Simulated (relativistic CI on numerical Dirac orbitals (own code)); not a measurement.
**Re V (Re⁴⁺): levels and lines**

The task is the spectrum of Re⁴⁺: levels, purity of their labels, lifetimes and lines; further runs change one setting each. Configuration energies are shifted onto measured levels.

Method: Dirac-Coulomb-Breit CI, KLI orbitals optimised for each configuration, model QED (radiative potential, 1s self-energy scaled to tabulated hydrogen-like ionisation energies), valence Slater integrals scaled by 0.85, configuration energies shifted to the measured levels that pair with them (semi-empirical). Code: relativistic CI on numerical Dirac orbitals (own code) version 4.

## (1) Starting point

| Quantity | Value |
| --- | --- |
| ion | Re⁴⁺ (Re V) |
| nuclear charge | 75 |
| electrons | 71 |
| isotope | A = 187 |
| first configuration typed | [Xe] 4f14 5d3 |

Outer shells as boxes (Hund's rule):

first configuration typed
```
[Xe] core
4f [↑↓][↑↓][↑↓][↑↓][↑↓][↑↓][↑↓]
5d [↑ ][↑ ][↑ ][  ][  ]
```

## (2) The main run

Settings, as recorded:

```ini
atom Re  Z=75  charge=4  electrons=71
nucleus A=187  rms_radius_fm=5.3698
hamiltonian dirac-coulomb  breit=on  qed=on  c_scale=1
orbitals kli  potential=per-configuration
slater_scale 0.85
correlation fit
mixing on
configurations
  [Xe] 4f14 5d3
  [Xe] 4f14 5d2 6s
  [Xe] 4f14 5d2 6p
  [Xe] 4f14 5d 6s2
  [Xe] 4f14 5d2 5f
  [Xe] 4f14 5d2 5g
  [Xe] 4f14 5d 6s 6p
  [Xe] 4f14 5d2 7s
  [Xe] 4f14 5d2 6d
  [Xe] 4f14 5d 5f2
  [Kr] 4d10 4f14 5s2 5p5 5d4
  [Xe] 4f14 5d2 7p
  [Xe] 4f14 5d 6p2
  [Xe] 4f14 5d2 7d
  [Xe] 4f14 5d2 6f
  [Xe] 4f14 5d 5g2
  [Xe] 4f14 5d 6s 6d
  [Xe] 4f14 5d 5f 6s
  [Xe] 4f14 5d2 7f
  [Xe] 4f12 5d5
  [Kr] 4d10 4f14 5s2 5p4 5d5
  [Xe] 4f13 5d4
  [Kr] 4d10 4f14 5s2 5p5 5d3 5f
  [Xe] 4f14 5d 6p 6d
  [Xe] 4f14 5d 5f 6p
  [Xe] 4f14 5d 5g 6s
  [Xe] 4f14 5d 5f 5g
  [Kr] 4d10 4f14 5s2 5p5 5d3 6s
  [Kr] 4d10 4f14 5s2 5p5 5d3 5g
  [Xe] 4f13 5d3 6s
end
```

Run with:

```sh
python run_levels.py task.json out
```

One command runs all members of the session, one after another, from task.json.

## (4) Slater integrals scaled by 0.75

Settings: those of step 2 with these lines changed.

```diff
@@ -4,3 +4,3 @@
 orbitals kli  potential=per-configuration
-slater_scale 0.85
+slater_scale 0.75
 correlation fit
```

## (5) Slater integrals scaled by 1

Settings: those of step 4 with these lines changed.

```diff
@@ -4,3 +4,3 @@
 orbitals kli  potential=per-configuration
-slater_scale 0.75
+slater_scale 1
 correlation fit
```

(Steps that only read results are left out.)

What does the calculation give? Wanted: lowest level; first excitation; lowest level of the other parity; fastest E1 line; mean error of paired levels.

**Answer**, as computed:

| run | time | mean size of shift, levels followed (cm⁻¹) | lowest level | mean error to measured (cm⁻¹) |
| --- | --- | --- | --- | --- |
| main run | 24 s | 0 | 5d3 4F3/2 | 586 |
| Slater integrals scaled by 0.75 | 39 s | 842 | 5d3 4F3/2 | - |
| Slater integrals scaled by 1 | 54 s | 1305 | 5d3 4F3/2 | - |

| quantity | value |
| --- | --- |
| lowest level | 5d3 4F3/2 |
| first excitation | 5d3 4F5/2, 4547.8 cm⁻¹ |
| lowest level of the other parity | 5d2 6p [5d3/2^2 6p1/2] J=5/2°, 127363 cm⁻¹ |
| levels in the model | 7987 |
| fastest E1 line (by rate) to the lowest level among the lowest 400 of 7987 levels | 40.28 nm, from 5d2 5f 4G°5/2 |
| mean error of paired levels | 586 cm⁻¹ over 35 |

**Reading.** The lowest level is 5d3 4F3/2, 84 % pure in LS and 69 % in jj coupling; over the low levels the means are 71 and 74 %, so they are in intermediate coupling. The largest mover is «Slater integrals scaled by 1» (1305 cm⁻¹ on average). The configurations are shifted onto measured levels, so the match to them is no test; configurations with no paired level borrow a shift and can be far off. Lifetimes count radiative decay inside the model alone.
